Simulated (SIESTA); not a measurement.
Ba2Tl5V3O12:

```xyz
22
Lattice="6.4899 -6.6769 -0.0476 6.4899 6.6769 -0.0476 -1.9674 0.0000 5.7522" Properties=species:S:1:pos:R:3 pbc="T T T"
Ba    6.4899    0.2782   -0.0476
Ba    6.4899   -3.9079   -0.0476
V     9.8970    1.9304    1.4039
V     1.1155    1.9304    4.2530
V     5.5062   -0.9938    2.8285
Tl    7.5378    2.3899    3.6011
Tl    3.4747    2.3899    2.0558
Tl    5.5062    6.4755    2.8285
Tl    2.4016   -1.2210    1.2385
Tl    8.6109   -1.2210    4.4184
O     0.8627    1.7317    2.5341
O     6.4815    0.0639    3.8372
O     7.0413   -3.2392    4.8045
O     8.1926    1.8299    1.1215
O     6.5476   -1.8120    1.7511
O     0.1757    0.7388    5.0824
O     4.4649   -1.8120    3.9058
O    10.8367    0.7388    0.5745
O     3.9711   -3.2392    0.8524
O     2.8198    1.8299    4.5354
O    10.1497    1.7317    3.1228
O     4.5309    0.0639    1.8197
```

The cell was built by a generator and needn't be a form met in nature.

Base run:

```yaml
Program: SIESTA 5.4.2
Functional: RPBE
Potentials_or_basis: PseudoDojo 0.4 standard (PBE files)
Basis: DZP (energy shift 0.003 Ry; two zetas on semicore shells; d shell added on Ba)
Grid_cutoff: 800 Ry
Energy_shift: 0.003 Ry
k_mesh: 3 × 3 × 5
Occupations: fermi-dirac, width 0.05 eV
Spin: collinear spin, ferromagnetic start
Starting_moments: "[0.0, 0.0, 2.0, 2.0, 2.0, 0.0, 0.0, 0.0, 0.0, 0.0, 0.0, 0.0, 0.0, 0.0, 0.0, 0.0, 0.0, 0.0, 0.0, 0.0, 0.0, 0.0] μB"
```

Its results: band gap on the k mesh 2.93 eV, indirect (least direct gap 2.99 eV); pressure 3.1 GPa; net moment 0.00 μB per cell; largest force 0.454 eV/Å.

Problem. After a change of settings the same cell gave: band gap on the k mesh 2.88 eV, indirect (least direct gap 2.93 eV); pressure 3.6 GPa; net moment 0.00 μB per cell; largest force 0.704 eV/Å. Which change was it?
A. functional from RPBE to PBE
B. functional from RPBE to BLYP
C. functional from RPBE to PBE; hubbard terms from none to V d U = 6 eV
D. functional from RPBE to PBEsol; potentials or basis from PseudoDojo 0.4 standard (PBE files) to PseudoDojo 0.4 standard (PBEsol files)

Solution. B.

Caveats: this set's barium file shifts pressures by up to 1 GPa against other sets; the potentials were made for another functional, which shifts forces and pressure; spin-orbit coupling is left out, which as a rule narrows the gap of such compounds by several tenths of an eV; the basis of atomic orbitals isn't converged, which shifts pressures, moduli and gaps.

Not every run made on this cell is shown here.
